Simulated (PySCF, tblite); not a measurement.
# C3H7NSSi+ (doublet): geometry, infrared bands and EPR parameters

Aim: predict the infrared bands and EPR parameters of C3H7NSSi+ (doublet) (`[H]/N=C\C=C/[S+][SiH3]`).

Computed with tblite 0.8.0 and PySCF 2.14.0, with density-fitted response routines of our own, on a single molecule in the gas phase. Atoms count from 0, in the outputs and in this text.

**1. The starting structure**

13 atoms, charge 1, multiplicity 2; geometry from: force field or distance geometry start.

Bonds of the start (Å): N0–C1 1.30, C1–C2 1.45, C2–C3 1.34, C3–S4 1.81, S4–Si5 2.16, N0–H6 1.03, C1–H7 1.10, C2–H8 1.07, C3–H9 1.06, Si5–H10 1.46, Si5–H11 1.47, Si5–H12 1.47.

**2. Optimising the geometry with GFN2-xTB**

The job: settings as JSON, then the geometry in Å.

```
{"job": {"kind": "relax", "xc": "GFN2-xTB", "basis": "xTB"}, "charge": 1, "multiplicity": 2}
N     -2.578700    -1.511200     0.510100
C     -1.578500    -0.678800     0.563300
C     -1.410700     0.200400    -0.575500
C     -0.399100     1.071700    -0.568500
S      0.716200     1.090600     0.856600
Si     2.569400     0.136900     0.297000
H     -3.183800    -1.471000    -0.322200
H     -0.895700    -0.662600     1.427300
H     -2.060200     0.206000    -1.425700
H     -0.252000     1.735900    -1.385100
H      2.466900    -1.322400     0.281700
H      3.032200     0.681400    -0.983900
H      3.569600     0.523500     1.307000
```

The run is started by

```
> OMP_NUM_THREADS=1 python probes_run.py task.json out
```

One launch serves the whole session: the jobs run in the order shown.

Standard output:

```text
step      E/eV     max force
  0    -472.38376    4.318
  1    -472.56916    4.120
  2    -472.71695    0.892
  3    -472.78499    0.648
  4    -472.86630    0.836
  5    -472.90815    0.672
  6    -472.94182    0.481
  7    -472.96553    0.438
  8    -472.98543    0.332
  9    -472.99684    0.279
 10    -473.00672    0.248
 11    -473.01415    0.285
 12    -473.02009    0.321
 13    -473.02580    0.276
 14    -473.03121    0.180
 15    -473.03580    0.178
 16    -473.03882    0.152
 17    -473.04079    0.136
 18    -473.04255    0.118
 19    -473.04456    0.130
 20    -473.04663    0.125
 21    -473.04828    0.112
 22    -473.04958    0.113
 23    -473.05096    0.124
 24    -473.05242    0.113
 25    -473.05357    0.095
 26    -473.05438    0.081
 27    -473.05514    0.078
 28    -473.05612    0.106
 29    -473.05727    0.097
 30    -473.05828    0.087
 31    -473.05904    0.063
 32    -473.05973    0.083
 33    -473.06042    0.080
 34    -473.06102    0.077
 35    -473.06149    0.092
 36    -473.06197    0.085
 37    -473.06253    0.077
 38    -473.06307    0.069
 39    -473.06343    0.043
 40    -473.06365    0.045
 41    -473.06384    0.043
 42    -473.06407    0.040
 43    -473.06435    0.044
 44    -473.06469    0.055
 45    -473.06517    0.076
 46    -473.06585    0.084
 47    -473.06669    0.091
 48    -473.06760    0.090
 49    -473.06855    0.080
 50    -473.06968    0.108
 51    -473.07120    0.123
 52    -473.07291    0.110
 53    -473.07422    0.101
 54    -473.07522    0.086
 55    -473.07615    0.079
 56    -473.07688    0.069
 57    -473.07760    0.065
 58    -473.07845    0.112
 59    -473.07951    0.141
 60    -473.08076    0.138
 61    -473.08226    0.107
 62    -473.08375    0.096
 63    -473.08563    0.122
 64    -473.08783    0.158
 65    -473.08944    0.216
 66    -473.09086    0.070
 67    -473.09185    0.104
 68    -473.09253    0.067
 69    -473.09312    0.065
 70    -473.09395    0.081
 71    -473.09510    0.113
 72    -473.09677    0.122
 73    -473.09843    0.144
 74    -473.09983    0.111
 75    -473.10120    0.113
 76    -473.10282    0.110
 77    -473.10478    0.304
 78    -473.10772    0.227
 79    -473.11066    0.140
 80    -473.11211    0.061
 81    -473.11259    0.055
 82    -473.11319    0.070
 83    -473.11370    0.078
 84    -473.11425    0.062
 85    -473.11461    0.037
 86    -473.11486    0.063
 87    -473.11508    0.040
 88    -473.11534    0.043
 89    -473.11553    0.035
 90    -473.11592    0.056
 91    -473.11637    0.071
 92    -473.11701    0.075
 93    -473.11764    0.075
 94    -473.11809    0.033
 95    -473.11829    0.025
 96    -473.11839    0.057
 97    -473.11850    0.048
 98    -473.11865    0.035
 99    -473.11883    0.031
100    -473.11907    0.057
101    -473.11938    0.064
102    -473.11982    0.079
103    -473.12030    0.057
104    -473.12069    0.059
105    -473.12087    0.033
106    -473.12097    0.021
107    -473.12104    0.021
108    -473.12115    0.022
109    -473.12129    0.029
110    -473.12144    0.027
111    -473.12153    0.018
112    -473.12158    0.016
113    -473.12162    0.015
114    -473.12167    0.024
115    -473.12173    0.027
116    -473.12181    0.024
117    -473.12184    0.013
118    -473.12185    0.009
```

Run time: 0.63 s. Hardware: 1 thread of Arm Neoverse V2, shared host.

Along the way: (not every step is listed)

| step | energy from step 0 (eV) | largest force (eV/Å) |
| --- | --- | --- |
| 0 | 0.0000 | 4.3178 |
| 1 | -0.1854 | 4.1203 |
| 2 | -0.3332 | 0.8923 |
| 3 | -0.4012 | 0.6481 |
| 4 | -0.4825 | 0.8360 |
| 5 | -0.5244 | 0.6720 |
| 6 | -0.5581 | 0.4807 |
| 7 | -0.5818 | 0.4377 |
| 8 | -0.6017 | 0.3320 |
| 18 | -0.6588 | 0.1184 |
| 28 | -0.6724 | 0.1055 |
| 38 | -0.6793 | 0.0695 |
| 48 | -0.6838 | 0.0899 |
| 58 | -0.6947 | 0.1117 |
| 68 | -0.7088 | 0.0670 |
| 78 | -0.7240 | 0.2275 |
| 88 | -0.7316 | 0.0428 |
| 98 | -0.7349 | 0.0350 |
| 108 | -0.7374 | 0.0216 |
| 113 | -0.7379 | 0.0149 |
| 114 | -0.7379 | 0.0236 |
| 115 | -0.7380 | 0.0269 |
| 116 | -0.7380 | 0.0236 |
| 117 | -0.7381 | 0.0130 |
| 118 | -0.7381 | 0.0086 |

Distances of close pairs at the start and the end, largest changes first:

| bond | before (Å) | after (Å) | change (Å) |
| --- | --- | --- | --- |
| S4–Si5 | 2.158 | 2.273 | +0.115 |
| C3–S4 | 1.810 | 1.718 | -0.092 |
| N0–C1 | 1.302 | 1.243 | -0.059 |
| Si5–H12 | 1.473 | 1.450 | -0.023 |
| C3–H9 | 1.063 | 1.082 | +0.019 |
| N0–H6 | 1.030 | 1.012 | -0.018 |
| C2–C3 | 1.335 | 1.349 | +0.014 |
| C2–H8 | 1.070 | 1.081 | +0.012 |

The end geometry stands in the next job.

**3. Infrared spectrum with GFN2-xTB**

The job: settings as JSON, then the geometry in Å.

```
{"job": {"kind": "ir", "xc": "GFN2-xTB", "basis": "xTB"}, "charge": 1, "multiplicity": 2}
N     -3.202777    -1.059911     0.640254
C     -2.023426    -0.678102     0.548801
C     -1.354466    -0.063090    -0.581474
C     -0.091195     0.402076    -0.491041
S      0.838580     0.442552     0.952847
Si     2.978850     0.489609     0.189972
H     -3.871306    -1.137300    -0.114927
H     -1.406137    -0.728117     1.452308
H     -1.916287     0.054186    -1.498109
H      0.393124     0.785358    -1.379815
H      3.104164    -0.841247    -0.389129
H      2.882858     1.569608    -0.785818
H      3.663630     0.764864     1.438403
```

Standard output:

```text
mode    cm-1     km/mol
  1      33.8      1.07
  2      44.5      1.75
  3     104.7      1.71
  4     133.8      3.24
  5     164.7      4.69
  6     323.6      7.22
  7     336.3      9.88
  8     402.5    123.51
  9     522.0     38.73
 10     531.8     34.19
 11     598.8      1.70
 12     637.4     22.46
 13     693.4    118.36
 14     718.3    146.83
 15     749.5    302.52
 16     761.1    117.60
 17     785.3    105.87
 18     844.1     55.61
 19     888.1    549.45
 20     980.0     59.21
 21    1059.6    101.72
 22    1166.2     35.93
 23    1210.0      8.34
 24    1256.3      2.36
 25    1477.4     53.74
 26    1725.3    186.96
 27    2326.3    106.35
 28    2345.1    117.96
 29    2406.8    101.95
 30    2891.3     25.61
 31    3033.8      4.19
 32    3071.4      2.62
 33    3392.2     75.13
```

Run time: 0.34 s. Hardware: 1 thread of Arm Neoverse V2, shared host.

Which atoms move in the most intense modes:

| cm⁻¹ | km/mol | atoms |
| --- | --- | --- |
| 402 | 123.5 | S4 41 %, Si5 19 %, C1 13 % |
| 693 | 118.4 | H12 59 %, H11 19 %, H10 18 % |
| 718 | 146.8 | H11 45 %, H10 45 % |
| 750 | 302.5 | H11 24 %, H10 22 %, C3 15 %, H12 13 % |
| 761 | 117.6 | H9 36 %, C3 13 %, H11 10 % |
| 888 | 549.5 | H6 54 %, N0 17 % |
| 1725 | 187.0 | C1 54 %, N0 40 % |
| 2345 | 118.0 | H10 96 % |

**4. EPR parameters: B3LYP/pcH-1**

The job, as its differences from that of step 3:

```diff
@@ -1,2 +1,2 @@
-{"job": {"kind": "ir", "xc": "GFN2-xTB", "basis": "xTB"}, "charge": 1, "multiplicity": 2}
+{"job": {"kind": "epr", "basis": "pcH-1"}, "charge": 1, "multiplicity": 2}
 N     -3.202777    -1.059911     0.640254
```

Level: UKS B3LYP, pcH-1 on C H N S Si, non-relativistic, mean-field spin-orbit, GIAO.

Standard output:

```text
UKS, coarse grid
  cycle   1  E = -860.60628173  |g| = 3.24e-01
  cycle   2  E = -860.11458944  |g| = 9.21e-01
  cycle   3  E = -860.64203735  |g| = 1.64e-01
  cycle   4  E = -860.65764700  |g| = 4.19e-02
  cycle   5  E = -860.65820996  |g| = 3.32e-02
  cycle   6  E = -860.65887000  |g| = 1.60e-02
  cycle   7  E = -860.65900686  |g| = 1.12e-02
  cycle   8  E = -860.65913165  |g| = 4.36e-03
  cycle   9  E = -860.65915066  |g| = 3.72e-03
  cycle  10  E = -860.65916041  |g| = 2.23e-03
  cycle  11  E = -860.65916406  |g| = 8.98e-04
UKS, final grid
  cycle   1  E = -860.65912385  |g| = 2.36e-03
  cycle   2  E = -860.65908947  |g| = 8.12e-03
  cycle   3  E = -860.65912740  |g| = 5.24e-04
  cycle   4  E = -860.65912755  |g| = 2.50e-04
  cycle   5  E = -860.65912763  |g| = 1.34e-04
  cycle   6  E = -860.65912765  |g| = 4.52e-05
  cycle   7  E = -860.65912765  |g| = 2.24e-05
E = -860.65912765 Eh   <S^2> = 0.7743 (exact 0.7500)
g shifts (ppm)      1          2          3
  rmc          -216       -216       -216
  gc             -4         18         41
  oz_so         151       7761      25416
  total         -69       7563      25240
hyperfine (MHz)  atom isotope    a_iso     a_fc   dipolar eigenvalues
    0   14N      44.29      43.93    -20.96    -17.88     38.83
    1   13C     -19.68     -19.66    -17.19      5.27     11.92
    2   13C      28.23      28.75    -26.41    -24.90     51.31
    3   13C     -16.27     -16.66     -6.43     -0.81      7.24
    4   33S      15.41      14.82    -41.00    -39.29     80.29
    5  29Si       8.94       9.05     -0.86     -0.69      1.55
    6    1H      15.89      15.68    -20.74     -5.65     26.39
    7    1H      66.08      66.03     -6.36     -1.03      7.38
    8    1H     -18.91     -18.84     -9.92     -2.81     12.73
    9    1H      25.13      25.07     -4.51     -0.62      5.13
   10    1H      25.86      25.86     -1.40     -0.65      2.05
   11    1H      17.84      17.84     -1.25     -0.96      2.21
   12    1H      -1.37      -1.38     -1.43     -1.11      2.55
```

It took 61 s on 1 thread of Arm Neoverse V2, shared host; peak memory 0.89 GiB.

Principal g values 2.00225, 2.00988, 2.02756; g(iso) = 2.01323, against 2.00232 for a free electron.

Mean a(iso) over the nuclei that a row names, and the largest dipolar term of the row (other rows stand at the frozen geometry):

| nuclei | isotope | a(iso) (MHz) | a(iso) (G, at g = 2.0023) | largest dipolar term (MHz) |
| --- | --- | --- | --- | --- |
| H7 | 1H | 66.1 | 23.6 | 7.4 |
| N0 | 14N | 44.3 | 15.8 | 38.8 |
| C2 | 13C | 28.2 | 10.1 | 51.3 |
| H9 | 1H | 25.1 | 9.0 | 5.1 |
| C1 | 13C | -19.7 | -7.0 | -17.2 |
| H8 | 1H | -18.9 | -6.7 | 12.7 |
| C3 | 13C | -16.3 | -5.8 | 7.2 |
| H6 | 1H | 15.9 | 5.7 | 26.4 |
| S4 | 33S | 15.4 | 5.5 | 80.3 |
| H10, H11, H12 | 1H | 14.1 | 5.0 | 2.5 |
| Si5 | 29Si | 8.9 | 3.2 | 1.6 |

Mulliken spin populations:

N0 0.39; C1 -0.11; C2 0.30; C3 -0.04; S4 0.42; Si5 -0.02; H6 0.00; H7 0.02; H8 -0.01; H9 0.01; H10 0.01; H11 0.01; H12 0.00

In first order the couplings over 0.8 MHz of 1H, 14N give 192 distinct lines over 91.7 G, if the averaged nuclei exchange fast; the same motion can average rows kept apart here too.

Orbitals, density, ELF and potential are computed afterwards from the orbital file.

ELF in a plane through or near 9 of the atoms.

Ten even steps from ' ' (0.00) to '@' (1.00):
```
                                                        
                                                        
                                                        
          ::--        ......    ..::                    
        ++@@@@==    ..--++==  ..%%@@    ..++==          
      --@@@@@@%%..  --##%%##..==@@@@--  ++%%##::        
      ++@@@@@@@@--..**%%@@%%::==@@@@++::##@@%%--        
      ==@@@@@@##--==%%##++%%--::@@@@==##++%%%%::        
      ..**@@**--::==%%++==**::  ==--++%%--==%%--        
        ::==..####::%%****##==::**%%--##**@@@@##..      
          ::..==::::==--**++==##--##++::==@@@@%%--      
          ++%%##**==  ..++::::%%##::==    %%@@%%..      
        ..##@@@@@@++  ==@@%%++**++@@@@::  ..==..        
          ##@@@@@@--  %%@@@@++::%%@@@@%%                
          ++@@@@%%..  %%@@@@==  %%@@@@@@::              
          ..==++--    ==@@%%..  ==@@@@##                
                        ::..      ----                  
                                                        
                                                        
                                                        
```
The map spans 13.3 Å across and 8.3 Å up, centred on the molecule. Atoms in the plane (x, y in Å): N0 (3.3, 0.8), C1 (2.1, 0.6), C2 (1.3, -0.6), C3 (0.0, -0.6), Si5 (-3.0, 0.2), H6 (4.0, 0.0), H7 (1.5, 1.5), H8 (1.9, -1.5), H9 (-0.5, -1.5).

log10 of the density (e/Å³) in the same plane.

Ten even steps from '0' (-4.0) to '9' (1.7):
```
0000000000000000000000000000
0000000000000000000000000000
0000111111112111111000000000
0001222222233322332222200000
0012234333344433444333320000
0012355544455544565455432000
0023456555566555676666542100
0023466665667655677777643100
0023456876677655679787643100
0012456996666666677777753100
0012356876566777776666643100
0012356665556777976545542100
0002345665456776776543321000
0001245554456665676532210000
0001234443345554565431000000
0000122332234443444320000000
0000011221123322233210000000
0000000100011111111000000000
0000000000000000000000000000
0000000000000000000000000000
```
The map spans 13.3 Å across and 8.3 Å up, centred on the molecule. Atoms in the plane (x, y in Å): N0 (3.3, 0.8), C1 (2.1, 0.6), C2 (1.3, -0.6), C3 (0.0, -0.6), Si5 (-3.0, 0.2), H6 (4.0, 0.0), H7 (1.5, 1.5), H8 (1.9, -1.5), H9 (-0.5, -1.5).

On the surface of density 0.002 e/bohr³ the electrostatic potential runs, from the 1st to the 99th percentile, from 2.24 V near N0 to 5.82 V near Si5.

The spin density lies nearest to S4 31 %; N0 28 %; C2 19 %.

**5. What came out**

| quantity | value |
| --- | --- |
| strongest single infrared mode (GFN2-xTB) | 888 cm⁻¹, 549 km/mol |
| zero-point energy (GFN2-xTB) | 53.8 kcal/mol |
| g(iso) (B3LYP) | 2.01323 |
| ⟨S²⟩ | 0.774 (exact 0.75) |
| largest a(iso) (averaged by class) | 1H on H7, 66.1 MHz |

**Reading.** Over 118 steps the energy fell by 0.738 eV; of the close pairs, S4–Si5 changed most, 2.158 to 2.273 Å. All 33 modes are real, so the xTB geometry is a minimum. The strongest single mode, at 888 cm⁻¹, moves mainly H6. Unscaled tight-binding wavenumbers are off by several per cent, some by more. Its intensities can rank the bands wrongly. The largest spin populations lie on S4 (0.42 e), N0 (0.39 e), C2 (0.30 e). The isotropic g lies 10.9 ppt above the free-electron value. These values are for one conformer; the search (at its own cheap level) found 2 more, at 0.20, 0.26 kcal/mol, and measured spectra average over such forms.
